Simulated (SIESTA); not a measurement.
Here is a SIESTA 5.4.2 calculation.

Contents of HfIn4SiO6.fdf:

```
SystemName                      HfIn4SiO6
SystemLabel                     HfIn4SiO6
NumberOfSpecies                 4
NumberOfAtoms                   12
%block ChemicalSpeciesLabel
  1  72 Hf
  2  49 In
  3  14 Si
  4   8 O
%endblock ChemicalSpeciesLabel

LatticeConstant                 1.0 Ang
%block LatticeVectors
     2.4141800000    -8.1294700000    -0.0036100000
     2.4141800000     8.1294700000    -0.0036100000
    -0.9887200000     0.0000000000     4.7307200000
%endblock LatticeVectors
AtomicCoordinatesFormat         Fractional
%block AtomicCoordinatesAndAtomicSpecies
     0.0000000000     0.0000000000     0.0000000000  1  Hf
     0.6632100000     0.3367900000     0.0000000000  2  In
     0.1619700000     0.8380300000     0.5000000000  2  In
     0.3367900000     0.6632100000     0.0000000000  2  In
     0.8380300000     0.1619700000     0.5000000000  2  In
     0.5000000000     0.5000000000     0.5000000000  3  Si
     0.7303300000     0.7303300000     0.2705100000  4  O
     0.2696700000     0.2696700000     0.7294900000  4  O
     0.1957500000     0.3569500000     0.2760900000  4  O
     0.6430500000     0.8042500000     0.7239100000  4  O
     0.8042500000     0.6430500000     0.7239100000  4  O
     0.3569500000     0.1957500000     0.2760900000  4  O
%endblock AtomicCoordinatesAndAtomicSpecies

%block kgrid.MonkhorstPack
    6   0   0  0.0
    0   6   0  0.0
    0   0   6  0.0
%endblock kgrid.MonkhorstPack
XC.Functional                   GGA
XC.Authors                      PBE
PAO.BasisSize                   DZP
PAO.EnergyShift                 0.003 Ry
Mesh.Cutoff                     800 Ry
OccupationFunction              FD
ElectronicTemperature           0.05 eV
MaxSCFIterations                120
SCF.MustConverge                false
SCF.Mixer.Method                Pulay
SCF.Mixer.Weight                0.25
SCF.Mixer.History               8
SCF.DM.Tolerance                5.0e-05
SCF.H.Tolerance                 1.0e-03 eV
WriteForces                     true
Charge.Mulliken                 end
Charge.Hirshfeld                end
Charge.Voronoi                  end
SaveRho                         true
SaveElectrostaticPotential      true
%block PAO.Basis
  Hf 5
  n=5 0 2
    3.241 0.000
  n=6 0 2
    8.163 0.000
  n=5 1 2
    3.929 0.000
  n=6 1 1
    8.163
  n=5 2 2
    7.906 0.000
  In 4
  n=5 0 2
    6.996 0.000
  n=5 1 2
    9.500 0.000
  n=4 2 2
    4.106 0.000
  n=5 2 1
    9.500
%endblock PAO.Basis
Diag.ParallelOverK              true
```

Potentials or basis: PseudoDojo 0.4 standard (PBE files), DZP (energy shift 0.003 Ry; two zetas on semicore shells).

Run with:

```sh
$ mpirun -n 4 siesta HfIn4SiO6.fdf > HfIn4SiO6.out 2>&1
```

Question: Estimate the pressure.

Answer: 1.3 GPa.

Question: What does it give for the Hirshfeld charges?

Answer: Hf +0.65; In +0.21; Si +0.30; O -0.32, -0.29 e.

Question: What does it give for the Voronoi charges?

Answer: Hf +0.68; In +0.21; Si +0.41; O -0.35, -0.30 e.

Question: Estimate the largest force.

Answer: 0.120 eV/Å.

Forces on the atoms (eV/Å):
```
Hf   0.000  0.000  0.000
In   0.000 -0.073  0.000
In   0.000 -0.074  0.000
In   0.000  0.073  0.000
In   0.000  0.074  0.000
Si   0.000  0.000  0.000
O    0.077  0.000 -0.061
O   -0.077  0.000  0.061
O    0.045  0.103  0.041
O   -0.045  0.103 -0.041
O   -0.045 -0.103 -0.041
O    0.045 -0.103  0.041
```

Caveat: short orbitals over semicore shells can move pressures by several GPa; the basis of atomic orbitals isn't converged, which shifts pressures, moduli and gaps. The run has no spin-orbit coupling, so splittings on Hf are missing.
